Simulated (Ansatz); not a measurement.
# Al₂Cl₂H₆N₂: how energies converge with the basis set

How large a basis does Al₂Cl₂H₆N₂ need? Two functionals and correlated methods are run in growing sets.

Method: one geometry, several basis sets; program: Ansatz 0.2.0, Gaussian basis.

The runs, in order: PBE0-D4/def2-SVP; ωB97M-V/def2-SVP; PBE0-D4/def2-QZVPP; ωB97M-V/def2-QZVPP; CCSD(T)/cc-pV(D+d)Z; CCSD(T)/cc-pV(T+d)Z; MP2/cc-pV(Q+d)Z; the functionals' def2-TZVPP values are taken from earlier runs.

## 1. The relaxed structure

The geometry comes from an earlier relaxation with PBE0-D4 in a triple-zeta def2 set; it is a stationary point, not always the lowest conformer.

12 atoms, charge 0, spin multiplicity 1.

Atoms are counted from 1 here; the program's logs count them from 0.

Bond lengths: Cl1–Al2 2.120 Å, Al2–N3 1.943 Å, Al2–N6 1.943 Å, Al2–H7 1.579 Å, N3–Al4 1.943 Å, N3–H8 1.016 Å, N3–H9 1.014 Å, Al4–Cl5 2.120 Å, Al4–N6 1.943 Å, Al4–H10 1.579 Å, N6–H11 1.016 Å, N6–H12 1.014 Å. Angles: Cl1–Al2–N3 108.7°, Cl1–Al2–N6 108.7°, Cl1–Al2–H7 121.2°, N3–Al2–N6 87.9°, N3–Al2–H7 112.7°, N6–Al2–H7 112.7°, Al2–N3–Al4 92.0°, Al2–N3–H8 113.3°, Al2–N3–H9 115.5°, Al4–N3–H8 113.3°, Al4–N3–H9 115.5°, H8–N3–H9 106.9°, N3–Al4–Cl5 108.7°, N3–Al4–N6 87.9°, N3–Al4–H10 112.7°, Cl5–Al4–N6 108.7°, Cl5–Al4–H10 121.2°, N6–Al4–H10 112.7° and more.

## 2. PBE0-D4 in def2-SVP

File in.yaml:

```yaml
crystal:
  periodic: [false, false, false]
  atoms:
    - {symbol: Cl, position_ang: [-1.769441, -1.764962, 1.606826]}
    - {symbol: Al, position_ang: [-0.013856, -1.307346, 0.510368]}
    - {symbol: N, position_ang: [0.657545, 0.416994, 1.103360]}
    - {symbol: Al, position_ang: [0.232309, 1.246601, -0.601521]}
    - {symbol: Cl, position_ang: [-1.345802, 2.631026, -0.307168]}
    - {symbol: N, position_ang: [-0.527221, -0.453259, -1.157800]}
    - {symbol: H, position_ang: [1.132775, -2.376287, 0.320833]}
    - {symbol: H, position_ang: [0.134313, 0.806327, 1.881842]}
    - {symbol: H, position_ang: [1.636773, 0.436973, 1.366027]}
    - {symbol: H, position_ang: [1.519795, 1.638949, -1.427209]}
    - {symbol: H, position_ang: [-1.532283, -0.417876, -1.299121]}
    - {symbol: H, position_ang: [-0.124916, -0.857151, -1.996437]}
basis:
  gaussian: {orbitals: def2-SVP}
hamiltonian: {xc: pbe0, dispersion: d4}
output: {orbitals: {seedname: orbitals}}
```

The run is started by

```console
$ ansatz run in.yaml --threads 2 --pin off --events-out ev --progress --plain --max-ram 32768MiB --backend cpu
```

The runs that follow: ωB97M-V in def2-SVP; PBE0-D4 in def2-QZVPP; ωB97M-V in def2-QZVPP; CCSD(T) in cc-pV(D+d)Z; CCSD(T) in cc-pV(T+d)Z; MP2 in cc-pV(Q+d)Z.

Q: Predict the results of all the runs planned. Wanted: MP2 correlation recovered, cc-pV(D+d)Z; MP2 correlation recovered, cc-pV(T+d)Z; MP2 correlation recovered, cc-pV(Q+d)Z; CCSD(T) limit from def2 sets; PBE0-D4: double and triple zeta above quadruple; ωB97M-V: double and triple zeta above quadruple.

As calculated:

| quantity | value |
| --- | --- |
| MP2 correlation recovered, cc-pV(D+d)Z | 67.9 % |
| MP2 correlation recovered, cc-pV(T+d)Z | 87.5 % |
| MP2 correlation recovered, cc-pV(Q+d)Z | 94.8 % |
| CCSD(T) limit from def2 sets (earlier runs) less the limit of this series | -199 meV |
| PBE0-D4: double and triple zeta above quadruple | 18.14, 1.34 eV |
| ωB97M-V: double and triple zeta above quadruple | 18.05, 1.27 eV |

What this shows: For PBE0-D4 the step from double to triple zeta gains 16.80 eV and the next only 1.34 eV. Correlation climbs from 68 % (cc-pV(D+d)Z) to 95 % (cc-pV(Q+d)Z) of the limit; Hartree-Fock is 0.174 eV from its own by then. A limit from the def2 sets, made apart, differs by 199 meV, a least measure of the doubt on such a limit. Total energies overstate the basis error of differences, where much of it tends to cancel. The LUMO of ωB97M-V is positive and keeps falling with the basis (1.91 to 0.61 eV): an unbound level that the basis holds in place.
